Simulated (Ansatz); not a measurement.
# ClH6N3Zr: how energies converge with the basis set

How large a basis does ClH6N3Zr need? Two functionals are run in growing sets.

The runs use Ansatz 0.2.0, Gaussian basis; one geometry, several basis sets.

The runs, in order: PBE0-D4/def2-SVP; ωB97M-V/def2-SVP; PBE0-D4/def2-QZVPP; ωB97M-V/def2-QZVPP; the functionals' def2-TZVPP values are taken from earlier runs.

1 further run of the same task is left out (for a known fault of the program). Runs told in other sessions of the task aren't counted.

## 1. Structure used throughout

The geometry comes from an earlier relaxation with PBE0-D4 in a triple-zeta def2 set; it is a stationary point, not always the lowest conformer. Zr takes the def2 core potential; no spin-orbit term is included.

SMILES `[NH2][Zr]([NH2])([NH2])[Cl]`, 11 atoms, charge 0, spin multiplicity 1.

Atoms are counted from 1 here; the program's logs count them from 0.

Bond lengths: N1–Zr2 2.026 Å, N1–H6 1.010 Å, N1–H7 1.012 Å, Zr2–N3 2.026 Å, Zr2–N4 2.026 Å, Zr2–Cl5 2.392 Å, N3–H8 1.012 Å, N3–H9 1.010 Å, N4–H10 1.012 Å, N4–H11 1.010 Å. Angles: Zr2–N1–H6 126.5°, Zr2–N1–H7 124.4°, H6–N1–H7 108.8°, N1–Zr2–N3 106.9°, N1–Zr2–N4 107.0°, N1–Zr2–Cl5 111.9°, N3–Zr2–N4 106.9°, N3–Zr2–Cl5 111.9°, N4–Zr2–Cl5 111.9°, Zr2–N3–H8 124.4°, Zr2–N3–H9 126.4°, H8–N3–H9 108.9°, Zr2–N4–H10 124.4°, Zr2–N4–H11 126.5°, H10–N4–H11 108.9°.

Geometry (Å):

```xyz
11

N    -1.1408   -1.0235   -1.1197
Zr    0.2072    0.2808   -0.3531
N    -0.7709    1.3987    1.0253
N     1.5874   -0.8151    0.6469
Cl    1.2053    1.6343   -2.0536
H    -1.1696   -2.0205   -0.9597
H    -1.8371   -0.7835   -1.8139
H    -0.4031    2.2457    1.4397
H    -1.7242    1.2714    1.3343
H     2.3404   -1.3267    0.2048
H     1.7055   -0.8616    1.6491
```

## 2. PBE0-D4 in def2-SVP

in.yaml reads:

```yaml
crystal:
  periodic: [false, false, false]
  atoms:
    - {symbol: N, position_ang: [-1.140809, -1.023474, -1.119724]}
    - {symbol: Zr, position_ang: [0.207181, 0.280823, -0.353108]}
    - {symbol: N, position_ang: [-0.770876, 1.398687, 1.025292]}
    - {symbol: N, position_ang: [1.587373, -0.815064, 0.646909]}
    - {symbol: Cl, position_ang: [1.205273, 1.634255, -2.053554]}
    - {symbol: H, position_ang: [-1.169570, -2.020486, -0.959687]}
    - {symbol: H, position_ang: [-1.837144, -0.783492, -1.813939]}
    - {symbol: H, position_ang: [-0.403146, 2.245717, 1.439670]}
    - {symbol: H, position_ang: [-1.724177, 1.271367, 1.334283]}
    - {symbol: H, position_ang: [2.340437, -1.326737, 0.204775]}
    - {symbol: H, position_ang: [1.705458, -0.861587, 1.649082]}
basis:
  gaussian: {orbitals: def2-SVP}
hamiltonian: {xc: pbe0, dispersion: d4}
output: {orbitals: {seedname: orbitals}}
```

Run with:

```sh
$ ansatz run in.yaml --threads 4 --pin off --events-out ev --progress --plain --max-ram 11315MiB
```

After this run come: ωB97M-V in def2-SVP; PBE0-D4 in def2-QZVPP; ωB97M-V in def2-QZVPP.

Before running them: what should the planned runs give, taken together? Wanted: PBE0-D4: double and triple zeta above quadruple; ωB97M-V: double and triple zeta above quadruple.

**Answer**, as computed:

```
                                       quantity           value
PBE0-D4: double and triple zeta above quadruple  10.86, 0.73 eV
ωB97M-V: double and triple zeta above quadruple  10.99, 0.69 eV
```

What this shows: For PBE0-D4 the step from double to triple zeta gains 10.12 eV and the next only 0.73 eV. Total energies overstate the basis error of differences, where much of it tends to cancel. The LUMO of ωB97M-V is positive and keeps falling with the basis (1.00 to 0.47 eV): an unbound level that the basis holds in place.
